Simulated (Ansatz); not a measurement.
# HfCuSi3: the cost of one run

Program: Ansatz 0.2.0. Level of theory: DFT PBE, scalar-relativistic, plane waves, PAW. These are calculated values, not measurements.

### Step 1. The system as given

The structure is tetragonal, space group P4mm (No. 99). The conventional cell has a = 4.028 Å, b = 4.028 Å, c = 4.079 Å, α = 90.00°, β = 90.00°, γ = 90.00°. Hf (site symmetry 4mm) has 12 Si at 2.82 to 2.91 Å as nearest neighbours. Si (site symmetry 4mm) is surrounded by 2 Cu at 1.88 to 2.20 Å. Si (site symmetry 2mm) has 2 Cu at 2.02 Å and 4 Hf at 2.82 to 2.91 Å as nearest neighbours. Cu (site symmetry 4mm) has 6 Si at 1.88 to 2.20 Å as nearest neighbours.

As a file:

```cif
data_structure
_symmetry_space_group_name_H-M 'P 1'
_symmetry_Int_Tables_number 1
_cell_length_a 4.0284
_cell_length_b 4.0284
_cell_length_c 4.0789
_cell_angle_alpha 90.000
_cell_angle_beta 90.000
_cell_angle_gamma 90.000
_cell_volume 66.19
loop_
_atom_site_label
_atom_site_type_symbol
_atom_site_fract_x
_atom_site_fract_y
_atom_site_fract_z
_atom_site_occupancy
Hf1 Hf 0.00000 0.00000 0.00000 1
Si1 Si 0.50000 0.50000 0.97500 1
Si2 Si 0.00000 0.50000 0.48500 1
Si3 Si 0.50000 0.00000 0.48500 1
Cu1 Cu 0.50000 0.50000 0.51500 1
```

(A quick probe on a coarse mesh, which set the mesh and smearing, is not shown.)

### Step 3. A loose first relaxation

Input file input.yaml:

```yaml
crystal:
  lattice:
    - [4.0284477592, 0.0, 0.0]
    - [0.0, 4.0284477592, 0.0]
    - [0.0, 0.0, 4.0789295607]
  atoms:
    - { symbol: Hf, position: [0.0, 0.0, 0.0] }
    - { symbol: Si, position: [0.5, 0.5, 0.975] }
    - { symbol: Si, position: [0.0, 0.5, 0.485] }
    - { symbol: Si, position: [0.5, 0.0, 0.485] }
    - { symbol: Cu, position: [0.5, 0.5, 0.515] }
basis:
  ecutwfc: 420
kpoints:
  mp_grid: { grid: [4, 4, 4] }
hamiltonian:
  xc: pbe
scf:
  occupations: { method: gaussian, width: 0.1 }
  lower_state_search: "off"
output:
  forces: true
  stress: true
  eigenvalues: true
relax:
  adjacent_minimum: "off"
  f_tol: 0.04
  max_steps: 70
  cell: { stress_tol: 0.4 }
```

Started as:

```
$ ansatz run input.yaml --threads 1 --pin off --max-ram 2560MiB --backend cpu --events-out ev --progress --plain --runs-dir out
```

**Question.** How long does this run take on 1 thread of Arm Neoverse V2, shared host, and how much memory does it need?

About 2 min, with a peak of 0.36 GiB.
